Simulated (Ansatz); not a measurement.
# TaO+ (septet): from Hartree-Fock to the top rungs, def2-TZVPP

The task here is to estimate one member of a computed series from the others.

The runs use Ansatz 0.2.0, Gaussian basis; def2-TZVPP, core rule «outside noble gas», up to 5 orbitals frozen.

To be run: UHF; CCSD(T) on ROHF; CCSD(T) on UHF; CCSDT(Q) on ROHF; CCSDT(Q) on UHF.

10 further runs of the same task are left out: 7 for a known fault of the program, 3 set aside as unsound or not needed. Runs told in other sessions of the task aren't counted.

## What is computed

The geometry is a PBE0/def2-TZVP stationary point (not a proven minimum) of the parent state, kept for this charge and spin. No spin-orbit coupling is included. Elements past krypton take def2 core potentials.

2 atoms, charge 1, spin multiplicity 7.

Atoms are counted from 1 here; the program's logs count them from 0.

Bond lengths: Ta1–O2 1.864 Å.

As a file:

```xyz
2
charge 1, multiplicity 7
Ta    0.0000    0.0000    0.0000
O     0.0000    0.0000    1.8642
```

Set-up of the first run:

in.yaml reads:

```yaml
crystal:
  periodic: [false, false, false]
  atoms:
    - {symbol: Ta, position_ang: [0.000000, 0.000000, 0.000000]}
    - {symbol: O, position_ang: [0.000000, 0.000000, 1.864200]}
basis:
  gaussian: {orbitals: def2-TZVPP}
total_charge: 1
magnetization: {spin_polarized: true, initial_magnetization: 6}
hamiltonian: {xc: hf}
output: {orbitals: {seedname: orbitals}}
```

Started as:

```bash
$ ansatz run in.yaml --threads 1 --pin off --events-out ev --progress --plain --max-ram 4096MiB --backend cpu
```

Among the steps run: UHF; CCSD(T) on ROHF; CCSD(T) on UHF; CCSDT(Q) on ROHF; CCSDT(Q) on UHF.

One table of the session follows, with a row left open; its other results are not shown here.

```
   method  from RCCSDT(Q) (meV)
     ROHF               +5973.2
      UHF                     ?
     RMP2                +793.6
     UMP2                +673.5
    RCCSD                +161.7
    UCCSD                 +30.5
 RCCSD(T)                 +27.8
 UCCSD(T)                 -99.9
   RCCSDT                  +3.7
   UCCSDT                -122.8
RCCSDT(Q)                     0
UCCSDT(Q)                -126.5
```

**Question.** Estimate the row for UHF.

As computed: from RCCSDT(Q) (meV): +5669.0. In the column «from RCCSDT(Q) (meV)» it lies between RMP2 (+793.6) and ROHF (+5973.2).

To keep in mind: Restricted and unrestricted rows rest on different reference determinants; a gap between their highest levels can come from leftover correlation error, from unlike frozen cores or from another state.
